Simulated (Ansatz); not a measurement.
# BiTe in Ansatz: the effect of functional

The system is BiTe.

```xyz
2
Lattice="2.4702 1.4262 3.3824 -2.4702 1.4262 3.3824 0.0000 -2.8524 3.3824" Properties=species:S:1:pos:R:3 pbc="T T T"
Bi    0.0000    0.0000    5.0735
Te    0.0000    0.0000    0.0000
```

The cell comes from a database or a generator and needn't be the stable form of this composition.

The cell isn't the ideal one: volume scaled by 1.06.

Alike in all runs:

- Program: Ansatz 0.2.0
- Task: single point
- Potentials or basis: Ansatz PAW
- k mesh: 7 × 7 × 7
- Occupations: fermi-dirac, width 0.05 eV
- Spin: no spin polarisation

Problem. One run gave: pressure -3.1 GPa. Which functional did it use?
A. LDA
B. r2SCAN
C. PBEsol

Solution. B.

```tsv
functional	cutoff	pressure (GPa)
LDA	420 eV (not typed: the program's choice for these potentials)	-5.5
PBEsol	420 eV (not typed: the program's choice for these potentials)	-4.6
r2SCAN	500 eV (not typed: the program's choice for these potentials)	-3.1
```

Caveats: the PAW data sets come from PBE, with cores solved anew for the run's functional, which leaves a small shift of forces and pressure.
